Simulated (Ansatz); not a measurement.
Which YAML input does this script hand to the engine? (Ansatz 0.2.0 through its Python package)

The script, `energy_ch7fosi2.py`:
```python
import json

import ansatz
import numpy as np

GEOMETRY = """
C    -1.58080    0.20760    1.62100
O    -0.88650    0.56890    0.44480
Si    0.46930   -0.30340    0.12500
F     0.21740   -1.84580    0.33800
Si    1.30320    0.08240   -2.01360
H    -1.03170    0.40700    2.51610
H    -2.45690    0.93670    1.66600
H    -1.98020   -0.75390    1.55690
H     1.52400    0.08140    1.19940
H     1.64790    1.52920   -2.15950
H     2.53010   -0.69610   -2.23750
H     0.32110   -0.26900   -3.02270
"""

system = ansatz.Crystal.molecule()
for line in GEOMETRY.strip().splitlines():
    symbol, *xyz = line.split()
    system = system.atom(symbol, [float(v) for v in xyz])

calculation = (
    system.calculation()
    .basis(gaussian="def2-SVPD")
    .functional("B3LYP")
    .forces()
)
out = calculation.run()
data = out.report

print("reference energy %16.6f eV" % data["reference_energy_ev"])
print("total energy     %16.6f eV" % data["free_energy_ev"])
print("occupied orbitals outside the frozen core (up, down):", data["n_occupied"], " frozen:", data["n_frozen"], " virtual:", data["n_virtual"])

symbols = [site.symbol for site in system.cartesian_sites]
print("forces (eV/A)")
for symbol, f in zip(symbols, data["forces_ev_ang"]):
    print(f"  {symbol:2s} {f[0]:9.4f} {f[1]:9.4f} {f[2]:9.4f}")

charges = data["charge_distribution"]
print("dipole moment", round(4.803205 * float(np.linalg.norm(charges["dipole_moment_e_ang"])), 3), "D")
print("Mulliken:", [(s, round(q, 3)) for s, q in zip(symbols, charges["mulliken_charges_e"])])
with open("ch7fosi2.json", "w") as handle:
    json.dump({k: data[k] for k in ("free_energy_ev", "reference_energy_ev", "n_occupied", "n_virtual")}, handle, indent=1)
```

Output of `python energy_ch7fosi2.py`:
```text
reference energy    -21664.392228 eV
total energy        -21664.392228 eV
occupied orbitals outside the frozen core (up, down): [29, 29]  frozen: 0  virtual: [141, 141]
forces (eV/A)
  C    -1.9519    3.5086   -0.5334
  O    -0.0152   -0.2291   -0.2258
  Si    2.2425    2.5034    0.2785
  F    -0.5634   -2.4480    0.3021
  Si    0.1457    0.5831    0.1640
  H     0.8936   -0.1761    0.8957
  H     0.6744   -0.8606    0.0789
  H    -0.5926   -2.0812    0.0841
  H    -0.5984   -0.3104   -0.5521
  H    -0.0302   -0.0320    0.0404
  H     0.3008   -0.2591    0.0243
  H    -0.5052   -0.1987   -0.5566
dipole moment 0.702 D
Mulliken: [('C', 1.045), ('O', -0.91), ('Si', 1.294), ('F', -0.721), ('Si', -0.804), ('H', -0.197), ('H', -0.115), ('H', -0.282), ('H', 0.022), ('H', 0.212), ('H', 0.233), ('H', 0.223)]
```

`input.yaml`:
```yaml
crystal:
  periodic: [false, false, false]
  atoms:
    - { symbol: C, position_ang: [-1.5808, 0.2076, 1.621] }
    - { symbol: O, position_ang: [-0.8865, 0.5689, 0.4448] }
    - { symbol: Si, position_ang: [0.4693, -0.3034, 0.125] }
    - { symbol: F, position_ang: [0.2174, -1.8458, 0.338] }
    - { symbol: Si, position_ang: [1.3032, 0.0824, -2.0136] }
    - { symbol: H, position_ang: [-1.0317, 0.407, 2.5161] }
    - { symbol: H, position_ang: [-2.4569, 0.9367, 1.666] }
    - { symbol: H, position_ang: [-1.9802, -0.7539, 1.5569] }
    - { symbol: H, position_ang: [1.524, 0.0814, 1.1994] }
    - { symbol: H, position_ang: [1.6479, 1.5292, -2.1595] }
    - { symbol: H, position_ang: [2.5301, -0.6961, -2.2375] }
    - { symbol: H, position_ang: [0.3211, -0.269, -3.0227] }
basis:
  gaussian:
    orbitals: def2-SVPD
hamiltonian:
  xc: b3lyp
output:
  forces: true
```

Total energies depend on the basis set; only differences at equal settings carry meaning. The geometry is a force-field or estimated start, not a minimum of this method, and the basis set is short of its limit. b3lyp holds the VWN-RPA fit, as in Gaussian; the form of ORCA and Turbomole is b3lyp5. Mulliken charges are unreliable in a basis with diffuse functions. Timing: 6.7 s on 1 thread of Intel(R) Xeon(R) 6975P-C (Granite Rapids), on a shared host, peak memory 0.51 GiB.

(Lines on the test bed's own set-up are left out of the output.)
